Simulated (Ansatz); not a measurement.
## RbLuSe2, space group R-3m: a calculation of the elastic constants

Computed with Ansatz 0.2.0 through its Python package.

`rbluse2_elastic.py`
```python
from dataclasses import replace

import ansatz as az
from ase import Atoms
import numpy as np


def main() -> None:
    atoms = Atoms(
        ["Rb", "Lu", "Se", "Se"],
        scaled_positions=[
            (0.0, 0.0, 0.0),
            (0.5, 0.5, 0.5),
            (0.23179, 0.23179, 0.23179),
            (0.76821, 0.76821, 0.76821),
        ],
        cell=[
            (2.0647, 1.192055, 7.871333),
            (-2.0647, 1.192055, 7.871333),
            (0.0, -2.38411, 7.871333),
        ],
        pbc=True,
    )
    system = az.Crystal.from_ase(atoms)

    setup = (
        system.calculation()
        .functional("r2scan")
        .pseudopotentials("paw")
        .occupations(az.OccupationsMethod.FIXED)
        .kpoints(6, 6, 6)
    )
    rest = setup.relax(cell=True).run().lattice
    relaxed = az.Crystal(lattice=az.Lattice.of(rest.cell_ang))
    for site in rest.sites:
        relaxed = relaxed.atom(site.symbol, site.position_frac)
    setup = replace(setup, crystal=relaxed)
    print("relaxed volume {:.3f} A^3".format(abs(np.linalg.det(rest.cell_ang))))
    result = setup.elastic("clamped_ion").run()
    elastic = result.elastic

    print("C_ij (GPa), Voigt order xx yy zz yz xz xy")
    for row in elastic.c_gpa:
        print(" ".join(f"{value:8.1f}" for value in row))
    print("smallest eigenvalue of C:", round(elastic.stability.min_eigenvalue_gpa, 1), "GPa; tensor positive definite:", elastic.stability.min_eigenvalue_gpa > 0)
    if elastic.stability.min_eigenvalue_gpa > 0:
        m = elastic.moduli
        anisotropy = 5 * m.g_voigt_gpa / m.g_reuss_gpa + m.k_voigt_gpa / m.k_reuss_gpa - 6
        print(f"Voigt K {m.k_voigt_gpa:.1f} G {m.g_voigt_gpa:.1f}; Reuss K {m.k_reuss_gpa:.1f} G {m.g_reuss_gpa:.1f}; universal anisotropy index {anisotropy:.3f}")


if __name__ == "__main__":
    main()
```

`python rbluse2_elastic.py` gives:
```text
DeckWarning: basis.ecutwfc = 500 eV, auto-derived from the records' recommended cutoffs: set by Rb (their level for a meta-GGA)
relaxed volume 117.712 A^3
C_ij (GPa), Voigt order xx yy zz yz xz xy
    88.5     27.1     31.9     12.9      0.0      0.0
    27.1     88.5     31.9    -12.9     -0.0      0.0
    32.0     32.0     87.7      0.0     -0.0      0.0
    12.9    -12.9     -0.0     39.8      0.0      0.0
     0.0     -0.0      0.0     -0.0     39.8     12.9
    -0.0      0.0     -0.0      0.0     12.9     30.7
smallest eigenvalue of C: 21.6 GPa; tensor positive definite: True
Voigt K 49.6 G 33.6; Reuss K 49.6 G 29.4; universal anisotropy index 0.727
```
(Warnings from the package without file and line.)

Notes:
- Under fixed occupations the level called the Fermi level is the highest filled one on the SCF mesh; off the mesh a filled band can lie a little above it.
- A positive definite tensor excludes instabilities under uniform strain alone; phonons elsewhere in the zone can still be imaginary.
- These are clamped-ion constants: where atoms have free coordinates under strain, the relaxed-ion ones can be far smaller or negative, so this tensor doesn't settle whether the crystal is stable.
- The structure is a deposited one; some such entries were measured under pressure or heat, so a shift against it needn't be the functional's error alone.
- The constants belong to the cell that was strained; where it wasn't relaxed first it may be under stress.
- Finished in 13 min on 1 thread of Arm Neoverse V1 (shared host), peak memory 2 GiB.
